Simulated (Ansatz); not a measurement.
Working through an active-space calculation of AlFGeH₄, SMILES [F][GeH2][AlH2]

With Ansatz's Python interface.

Run as a notebook:

In [1]:
```python
import ansatz as az
```

In [2]:
```python
molecule = (
    az.Crystal.molecule()
    .atom('F', (-2.1697, -0.5098, 0.4586))
    .atom('Ge', (-0.8235, -0.282, -0.5998))
    .atom('Al', (1.0847, 0.3625, 0.7268))
    .atom('H', (-0.4552, -1.6108, -1.321))
    .atom('H', (-1.1028, 0.814, -1.6705))
    .atom('H', (2.413, -0.5565, 0.7651))
    .atom('H', (1.1148, 1.7145, 1.5951))
)
```

In [3]:
```python
setup = molecule.calculation().basis(gaussian='def2-SVP').correlation(active_electrons=4, active_orbitals=5)
for method in ['sc_nevpt2']:
    r = (setup if method is None else setup.correlation(method)).run().report
    space = r['configurations']
    state = space['states'][0]
    print(method or 'casscf', f'total {r["free_energy_ev"] / 27.211386246:.6f} Ha, active-space state {state["energy"]["hartree"]:.6f} Ha, mean field {r["reference_energy_ev"] / 27.211386246:.6f} Ha')
    print('  determinants', state['n_determinants'], ' natural occupations', [round(n, 3) for n in space['natural_occupations']])
print('effectively unpaired electrons, sum of min(n, 2 - n):', round(sum(min(n, 2 - n) for n in space['natural_occupations']), 3))
```
```text
RunWarning: the results are in doubt because another end's mean lies 0.747 eV lower, and its corrected mean 0.331 eV higher
sc_nevpt2 total -2419.117355 Ha, active-space state -2418.664617 Ha, mean field -2418.636367 Ha
  determinants 100  natural occupations [1.978, 1.969, 0.024, 0.018, 0.01]
effectively unpaired electrons, sum of min(n, 2 - n): 0.105
```

Reading the output:
- Total energies depend on the basis set; only differences at equal settings carry meaning.
- Warnings are shown shortened and without file and line.
- The geometry is a force-field or estimated start, not a minimum of this method, and the basis set is short of its limit. The active space starts as a window about the frontier orbitals and is then optimised, not chosen by chemistry.
- A lower CASSCF solution was found and passed over, so the printed active-space state isn't the lowest.
- Timing: 31 s on 1 thread of Arm Neoverse V1 (shared host), peak memory 0.27 GiB.

(Lines on the test bed's own set-up are left out of the output.)
